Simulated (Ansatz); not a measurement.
# PtSe2: the cost of one run

Program: Ansatz 0.2.0. Level of theory: DFT PBE, scalar-relativistic, plane waves, PAW. These are calculated values, not measurements.

The COD entry's cell or inner coordinates are ideal or old and differ from later refinements, so a difference from it is no clean test against experiment.

**1. The structure to begin with**

The structure is trigonal, space group P-3m1 (No. 164). The conventional cell has a = 3.724 Å, b = 3.724 Å, c = 5.062 Å, α = 90.00°, β = 90.00°, γ = 120.00°. Pt (site symmetry -3m) is surrounded by 6 Se at 2.49 Å. Se (site symmetry 3m) has 3 Pt at 2.49 Å in its first shell of neighbours.

Coordinates:

```
Pt Se
1.0
    11.17200    0.00000    0.00000
    -5.58600    9.67524    0.00000
     0.00000    0.00000   10.12400
Pt Se
18 36
Direct
  0.00000 0.00000 0.00000
  0.00000 0.00000 0.50000
  0.00000 0.33333 0.00000
  0.00000 0.33333 0.50000
  0.00000 0.66667 0.00000
  0.00000 0.66667 0.50000
  0.33333 0.00000 0.00000
  0.33333 0.00000 0.50000
  0.33333 0.33333 0.00000
  0.33333 0.33333 0.50000
  0.33333 0.66667 0.00000
  0.33333 0.66667 0.50000
  0.66667 0.00000 0.00000
  0.66667 0.00000 0.50000
  0.66667 0.33333 0.00000
  0.66667 0.33333 0.50000
  0.66667 0.66667 0.00000
  0.66667 0.66667 0.50000
  0.11111 0.22222 0.12500
  0.11111 0.22222 0.62500
  0.11111 0.55556 0.12500
  0.11111 0.55556 0.62500
  0.11111 0.88889 0.12500
  0.11111 0.88889 0.62500
  0.44444 0.22222 0.12500
  0.44444 0.22222 0.62500
  0.44444 0.55556 0.12500
  0.44444 0.55556 0.62500
  0.44444 0.88889 0.12500
  0.44444 0.88889 0.62500
  0.77778 0.22222 0.12500
  0.77778 0.22222 0.62500
  0.77778 0.55556 0.12500
  0.77778 0.55556 0.62500
  0.77778 0.88889 0.12500
  0.77778 0.88889 0.62500
  0.22222 0.11111 0.37500
  0.22222 0.11111 0.87500
  0.22222 0.44444 0.37500
  0.22222 0.44444 0.87500
  0.22222 0.77778 0.37500
  0.22222 0.77778 0.87500
  0.55556 0.11111 0.37500
  0.55556 0.11111 0.87500
  0.55556 0.44444 0.37500
  0.55556 0.44444 0.87500
  0.55556 0.77778 0.37500
  0.55556 0.77778 0.87500
  0.88889 0.11111 0.37500
  0.88889 0.11111 0.87500
  0.88889 0.44444 0.37500
  0.88889 0.44444 0.87500
  0.88889 0.77778 0.37500
  0.88889 0.77778 0.87500
```

The runs take a perfect supercell of 54 atoms; the defect goes to fractional position (0.000, 0.000, 0.000).

**2. The perfect supercell**

input.yaml

```yaml
crystal:
  lattice:
    - [11.172, 0.0, 0.0]
    - [-5.586, 9.675236, 0.0]
    - [0.0, 0.0, 10.124]
  atoms:
    - { symbol: Pt, position: [0.0, 0.0, 0.0] }
    - { symbol: Pt, position: [0.0, 0.0, 0.5] }
    - { symbol: Pt, position: [0.0, 0.333333, 0.0] }
    - { symbol: Pt, position: [0.0, 0.333333, 0.5] }
    - { symbol: Pt, position: [0.0, 0.666667, 0.0] }
    - { symbol: Pt, position: [0.0, 0.666667, 0.5] }
    - { symbol: Pt, position: [0.333333, 0.0, 0.0] }
    - { symbol: Pt, position: [0.333333, 0.0, 0.5] }
    - { symbol: Pt, position: [0.333333, 0.333333, 0.0] }
    - { symbol: Pt, position: [0.333333, 0.333333, 0.5] }
    - { symbol: Pt, position: [0.333333, 0.666667, 0.0] }
    - { symbol: Pt, position: [0.333333, 0.666667, 0.5] }
    - { symbol: Pt, position: [0.666667, 0.0, 0.0] }
    - { symbol: Pt, position: [0.666667, 0.0, 0.5] }
    - { symbol: Pt, position: [0.666667, 0.333333, 0.0] }
    - { symbol: Pt, position: [0.666667, 0.333333, 0.5] }
    - { symbol: Pt, position: [0.666667, 0.666667, 0.0] }
    - { symbol: Pt, position: [0.666667, 0.666667, 0.5] }
    - { symbol: Se, position: [0.111111, 0.222222, 0.125] }
    - { symbol: Se, position: [0.111111, 0.222222, 0.625] }
    - { symbol: Se, position: [0.111111, 0.555556, 0.125] }
    - { symbol: Se, position: [0.111111, 0.555556, 0.625] }
    - { symbol: Se, position: [0.111111, 0.888889, 0.125] }
    - { symbol: Se, position: [0.111111, 0.888889, 0.625] }
    - { symbol: Se, position: [0.444444, 0.222222, 0.125] }
    - { symbol: Se, position: [0.444444, 0.222222, 0.625] }
    - { symbol: Se, position: [0.444444, 0.555556, 0.125] }
    - { symbol: Se, position: [0.444444, 0.555556, 0.625] }
    - { symbol: Se, position: [0.444444, 0.888889, 0.125] }
    - { symbol: Se, position: [0.444444, 0.888889, 0.625] }
    - { symbol: Se, position: [0.777778, 0.222222, 0.125] }
    - { symbol: Se, position: [0.777778, 0.222222, 0.625] }
    - { symbol: Se, position: [0.777778, 0.555556, 0.125] }
    - { symbol: Se, position: [0.777778, 0.555556, 0.625] }
    - { symbol: Se, position: [0.777778, 0.888889, 0.125] }
    - { symbol: Se, position: [0.777778, 0.888889, 0.625] }
    - { symbol: Se, position: [0.222222, 0.111111, 0.375] }
    - { symbol: Se, position: [0.222222, 0.111111, 0.875] }
    - { symbol: Se, position: [0.222222, 0.444444, 0.375] }
    - { symbol: Se, position: [0.222222, 0.444444, 0.875] }
    - { symbol: Se, position: [0.222222, 0.777778, 0.375] }
    - { symbol: Se, position: [0.222222, 0.777778, 0.875] }
    - { symbol: Se, position: [0.555556, 0.111111, 0.375] }
    - { symbol: Se, position: [0.555556, 0.111111, 0.875] }
    - { symbol: Se, position: [0.555556, 0.444444, 0.375] }
    - { symbol: Se, position: [0.555556, 0.444444, 0.875] }
    - { symbol: Se, position: [0.555556, 0.777778, 0.375] }
    - { symbol: Se, position: [0.555556, 0.777778, 0.875] }
    - { symbol: Se, position: [0.888889, 0.111111, 0.375] }
    - { symbol: Se, position: [0.888889, 0.111111, 0.875] }
    - { symbol: Se, position: [0.888889, 0.444444, 0.375] }
    - { symbol: Se, position: [0.888889, 0.444444, 0.875] }
    - { symbol: Se, position: [0.888889, 0.777778, 0.375] }
    - { symbol: Se, position: [0.888889, 0.777778, 0.875] }
basis:
  ecutwfc: 420
  fft_grid_basis: typed
kpoints:
  mp_grid: { grid: [3, 3, 1] }
hamiltonian:
  xc: pbe
  pseudopotentials: { kind: paw }
scf:
  occupations: { method: gaussian, width: 0.05 }
output:
  forces: true
  stress: false
  eigenvalues: true
  bader: false
  write_density: true
  volumetric_format: npy
```

On the command line:

```
$ ansatz run input.yaml --threads 8 --pin off --max-ram 16384MiB --backend cpu --events-out ev --progress --plain --runs-dir out
```

**Question.** How long does this run take on 8 threads of Arm Neoverse V2, shared host, and how much memory does it need?

About 17 s, with a peak of 6.8 GiB.
